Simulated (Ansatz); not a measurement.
# In3Sb: a tetragonal deformation path

One table from this session's results is given with a row withheld; the runs are named, their logs left out.

Program: Ansatz 0.2.0. Level of theory: DFT PBEsol+D3(BJ), scalar-relativistic, plane waves, PAW. These are calculated values, not measurements.

2 further runs of the same task are left out: 2 set aside as unsound or not needed. Runs told in other sessions of the task aren't counted.

### The starting structure

It takes space group Pm-3m (No. 221, cubic). Conventional cell: a = 4.640 Å, b = 4.640 Å, c = 4.640 Å, α = 90.00°, β = 90.00°, γ = 90.00°. In (site symmetry 4/mmm) is surrounded by 8 In at 3.28 Å and 4 Sb at 3.28 Å. Sb (site symmetry m-3m) is surrounded by 12 In at 3.28 Å.

Coordinates:

```
CELL_PARAMETERS angstrom
4.64024 0.00000 0.00000
0.00000 4.64024 0.00000
0.00000 0.00000 4.64024
ATOMIC_POSITIONS crystal
In 0.50000 0.50000 0.00000
In 0.50000 0.00000 0.50000
In 0.00000 0.50000 0.50000
Sb 0.00000 0.00000 0.00000
```

It goes back to an entry of the Materials Project, which need not be the stable form.

This cell was relaxed beforehand with the same method: volume 24.98 Å³/atom, gap on the mesh none (metal).

The first run:

Input file input.yaml:

```yaml
crystal:
  lattice:
    - [4.6402381084, 0.0, 0.0]
    - [0.0, 4.6402381084, 0.0]
    - [0.0, 0.0, 4.6402381084]
  atoms:
    - { symbol: In, position: [0.5, 0.5, 0.0] }
    - { symbol: In, position: [0.5, 0.0, 0.5] }
    - { symbol: In, position: [0.0, 0.5, 0.5] }
    - { symbol: Sb, position: [0.0, 0.0, 0.0] }
basis:
  ecutwfc: 420
kpoints:
  mp_grid: { grid: [12, 12, 12] }
hamiltonian:
  xc: pbesol
  dispersion: d3bj
scf:
  occupations: { method: gaussian, width: 0.15 }
output:
  forces: true
  stress: true
  eigenvalues: true
  write_density: true
  write_potential: true
  elf: true
  volumetric_format: npy
```

Started as:

```
ansatz run input.yaml --threads 1 --pin off --max-ram 2560MiB --backend cpu --events-out ev --progress --plain --runs-dir out
```

Steps of the session up to this table: Zero of the scan; At ρ = 0.707; ρ = 1.414; At ρ = 0.850; Point ρ = 1.200; Point ρ = 0.780; ρ = 1.300; At ρ = 0.920; At ρ = 1.100; At ρ = 0.650; At ρ = 1.500; Point ρ = 0.960.

One table of the session follows, with a row left open; its other results are not shown here.

It belongs to the step «The scan collected». 

```
    ρ  ΔE (meV/atom)  pressure (GPa)
0.650           14.9            -0.6
0.707           17.8            -0.6
0.780           -2.0            -0.6
0.850           -5.0            -0.3
0.920           -1.3            -0.1
0.960            0.0            -0.1
1.000            0.0             0.0
1.100            2.8             0.0
1.200            8.5             0.0
1.300              ?               ?
1.414           69.5             1.8
1.500          125.0             3.3
```

Q: Estimate the row for ρ = 1.300 from the others.

Worked estimate for «ΔE (meV/atom)». A straight line through the neighbours (1.200, 8.5) and (1.414, 69.5) gives 8.5 + (69.5 − 8.5) × (1.300 − 1.200) / (1.414 − 1.200) = 37.0; a parabola fitted to 4 rows on both sides gives 26.3.

The run gave: ΔE (meV/atom): 25.6; pressure (GPa): 0.5. In «ΔE (meV/atom)» the line misses by +11.4 and the parabola by +0.7.
